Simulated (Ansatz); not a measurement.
# H6InNSi: geometry and vibrations

What shape does H6InNSi take? The plan is to relax it, check the end point by its vibrations and derive ideal-gas thermochemistry.

Computed with Ansatz 0.2.0, Gaussian basis. Level: RKS PBE0-D4/def2-TZVP.

Levels to be run: relaxation at PBE0-D4/def2-TZVP; harmonic vibrations at the same level.

1 further run of the same task is left out (set aside as unsound or not needed).

## (1) Where the work starts

SMILES `N[SiH2][InH2]`, 9 atoms, charge 0, spin multiplicity 1.

Atoms are counted from 1 here; the program's logs count them from 0.

Bond lengths: N1–Si2 1.732 Å, N1–H4 1.010 Å, N1–H5 1.009 Å, Si2–In3 2.598 Å, Si2–H6 1.474 Å, Si2–H7 1.488 Å, In3–H8 1.789 Å, In3–H9 1.781 Å. Angles: Si2–N1–H4 118.5°, Si2–N1–H5 118.8°, H4–N1–H5 109.4°, N1–Si2–In3 104.5°, N1–Si2–H6 104.3°, N1–Si2–H7 114.6°, In3–Si2–H6 114.5°, In3–Si2–H7 111.6°, H6–Si2–H7 107.2°, Si2–In3–H8 125.2°, Si2–In3–H9 128.5°, H8–In3–H9 106.2°.

Geometry (Å):

```
atom     x (Å)     y (Å)     z (Å)
  N1  -1.00000   0.75603  -1.11084
 Si2   0.53091   0.69916  -0.30307
 In3   0.29750  -1.24780   1.40176
  H4  -1.38087  -0.10249  -1.48145
  H5  -1.18122   1.50905  -1.75765
  H6   0.66867   2.03349   0.30799
  H7   1.69970   0.50307  -1.20215
  H8   0.57423  -2.97696   1.03732
  H9  -0.20893  -1.17354   3.10809
```

The start is a GFN2-xTB geometry. In takes the def2 core potential; no spin-orbit term is included.

## (2) Relaxation at PBE0-D4/def2-TZVP

Input file in.yaml:

```yaml
crystal:
  periodic: [false, false, false]
  atoms:
    - {symbol: N, position_ang: [-1.000000, 0.756030, -1.110840]}
    - {symbol: Si, position_ang: [0.530910, 0.699160, -0.303070]}
    - {symbol: In, position_ang: [0.297500, -1.247800, 1.401760]}
    - {symbol: H, position_ang: [-1.380870, -0.102490, -1.481450]}
    - {symbol: H, position_ang: [-1.181220, 1.509050, -1.757650]}
    - {symbol: H, position_ang: [0.668670, 2.033490, 0.307990]}
    - {symbol: H, position_ang: [1.699700, 0.503070, -1.202150]}
    - {symbol: H, position_ang: [0.574230, -2.976960, 1.037320]}
    - {symbol: H, position_ang: [-0.208930, -1.173540, 3.108090]}
basis:
  gaussian: {orbitals: def2-TZVP}
hamiltonian: {xc: pbe0, dispersion: d4}
relax: {f_tol: 0.005, max_steps: 150}
```

After this run come: Force constants and modes.

**Question.** What will the summary of the whole plan be? Wanted: point group; shift from the start; total energy; dispersion term; dipole moment; lowest, highest wavenumber; zero-point energy.

As calculated:

| quantity | value |
| --- | --- |
| point group | C1 |
| steps | 25 |
| shift from the start (rms) | 0.657 Å |
| total energy | -14635.1099 eV |
| dispersion term | -143 meV |
| dipole moment | 1.46 D |
| lowest, highest wavenumber | 86, 3689 cm⁻¹ |
| zero-point energy | 34.1 kcal/mol |
| entropy at 298.15 K | 349.4 J/(mol K) |

The relaxed geometry lies 0.66 Å (rms) from the start; the bond that changed most is In3–H8, from 1.789 to 1.735 Å. All wavenumbers are real, so the end point is a minimum. The stiffest mode, 3689 cm⁻¹, is an N–H stretch, and 2 modes under 200 cm⁻¹ make the vibrational entropy uncertain. Harmonic hybrid wavenumbers usually lie a few per cent above measured fundamentals. The largest Mulliken charge, -0.63 e, sits on N1.
